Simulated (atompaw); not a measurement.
# A PAW (atompaw) potential for chlorine, from input to tests

Do these settings give a usable potential? It is generated, then checked for scattering, ghosts and hardness.

The numbers are computed with atompaw 4.2.0.5 (LDA (PW92), scalar-relativistic, spin-unpolarised reference atom).

2 further runs of the same task are left out: 2 set aside as unsound or not needed.

### Step 1. The atom and the settings

Typed settings, in words:

```
element                 : chlorine (Cl, Z = 17)
type                    : PAW
frozen core             : [Ne]
valence charge          : 7
reference configuration : 3s2 3p4 (charge +1)
partial waves           : 3s (bound): rc 1.20 bohr; 3s channel at -1.15 Ry: rc 1.30 bohr; 3p (bound): rc 1.35 bohr; 3p channel at -0.75 Ry: rc 1.35 bohr; 3d channel at -0.05 Ry: rc 1.10 bohr
local potential         : vpsmatchnc scheme with l = 3 at 1 Ry, radius 1.15 bohr
core correction         : smooth core density matched at 0.75 bohr
augmentation charge     : sinc compensation charge, radius 1.20 bohr; PAW radius 1.35 bohr; waves and projectors: custom rrkj gramschmidtortho
```

### Step 2. Generation

Cl.input reads:

```
Cl 17
LDA-PW scalarrelativistic loggrid 1500 logderivrange -4 5 226
3 3 0 0 0 0
3 1 4
0 0 0
c
c
v
c
v
2
1.35 1.20 1.15 0.75
y
-1.15
n
y
-0.75
n
y
-0.05
n
custom rrkj gramschmidtortho sinc
3 1 vpsmatchnc
1.20
1.30
1.35
1.35
1.10
PWSCFOUT
UPFDX 0.0125d0 UPFXMIN -7.d0 UPFZMESH 17.d0
END
```

Command:

```console
$ atompaw < Cl.input > Cl.log
```

Before running it: what results should come out? Wanted: cutoffs for 10 and 1 mRy, occupied levels; bound ghosts; largest phase difference near zero energy, channels read; lowest eigenvalue of the overlap; share of valence orbitals outside the PAW sphere; UPF file.

As calculated:

| quantity | value |
| --- | --- |
| cutoffs for 10 and 1 mRy, occupied levels | 40 Ry and 50 Ry |
| bound ghosts | s at -283.87 eV |
| largest phase difference near zero energy, channels read | 0.001 rad |
| lowest eigenvalue of the overlap (Bessel basis) | 0.048 (s) |
| share of valence orbitals outside the PAW sphere | 3s 56 %, 3p 66 % |
| UPF file | written |

A bound ghost (s) makes it unfit for use: electrons can fall into a state that the atom doesn't have. It counts as of middling hardness, with 40 Ry needed at the looser tolerance. The slowest occupied level is 3s: taken alone it needs 45 Ry to come within 1 mRy, against 30 Ry for 3p. Near zero energy the phases of the channels with partial waves agree within 0.001 rad. These are tests on the free atom; a crystal test is still owed.
